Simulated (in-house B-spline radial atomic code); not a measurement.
# Pt²³⁺: ionisation energy by several methods

How far do functionals differ on the ionisation energy of Pt²³⁺? Each run solves Pt²³⁺ and then the next ion ([Kr] 4d10 4f8).

Program: in-house B-spline radial atomic code version 1. Level of theory: Dirac-Coulomb, several functionals; spherical all-electron atom at the radial basis limit. These are calculated values, not measurements, unless marked.

## Step 1: The atom as given

```
element       : platinum (Z = 78)
charge        : +23
electrons     : 55
configuration : [Kr] 4d10 4f9
nucleus       : Fermi, rms radius 5.427 fm
```

The outer shells:

[Kr] 4d10 4f9
```
[Kr] core
4d [↑↓][↑↓][↑↓][↑↓][↑↓]
4f [↑↓][↑↓][↑ ][↑ ][↑ ][↑ ][↑ ]
```

The boxes only draw the filling; these runs are spin-restricted and spherical.

## Step 2: relativistic LDA

Settings, as recorded:

```ini
Z = 78
electrons = 55.0
configuration = [Kr] 4d10 4f9
hamiltonian = dirac
method = lda_x_rel,vwn
spin_polarised = False
nucleus = fermi
rms_radius = 5.427
mass_number = 195
atomic_mass = 194.964794325
speed_of_light = 137.035999084
```

## Step 3: LDA (PW92)

The settings differ from step 2 so:

```diff
@@ -4,3 +4,3 @@
 hamiltonian = dirac
-method = lda_x_rel,vwn
+method = lda,pw
 spin_polarised = False
```

## Step 4: BLYP

The settings differ from step 3 so:

```diff
@@ -4,3 +4,3 @@
 hamiltonian = dirac
-method = lda,pw
+method = b88,lyp
 spin_polarised = False
```

Before running: The tabulated ionisation energy is 710 ± 40 eV (tabulated theoretical; NIST Atomic Spectra Database). What does each method give, and which comes nearest?

**Answer**, as computed:

| method | rung | total energy (hartree) | ΔSCF (eV) | −ε highest (eV) | ΔSCF less tabulated (eV) |
| --- | --- | --- | --- | --- | --- |
| relativistic LDA | LDA | -18170.9544 | 705.18 | 679.26 (4f7/2) | -4.82 |
| LDA (PW92) | LDA | -18208.0010 | 705.09 | 679.16 (4f7/2) | -4.91 |
| BLYP | GGA | -18219.8084 | 704.38 | 678.45 (4f7/2) | -5.62 |

What this shows: Against the tabulated ionisation energy, 710 ± 40 eV (tabulated theoretical; NIST Atomic Spectra Database), the best here is relativistic LDA (-4.82 eV) and the worst BLYP (-5.62 eV, or 0.79 %). The table's own uncertainty is as large as these misses, so the order means little. All methods miss on the same side by much the same amount, which points to something that they share. Open shells are averaged (over orientations, and over spins where the run is restricted), while tables refer to the lowest levels. For the semilocal functionals minus the highest level recovers only 96 % of their own ΔSCF value, a mark of self-interaction.

Members of this set that are not shown: 1 used exact exchange with fractional occupations of an open shell, which is unsound here.
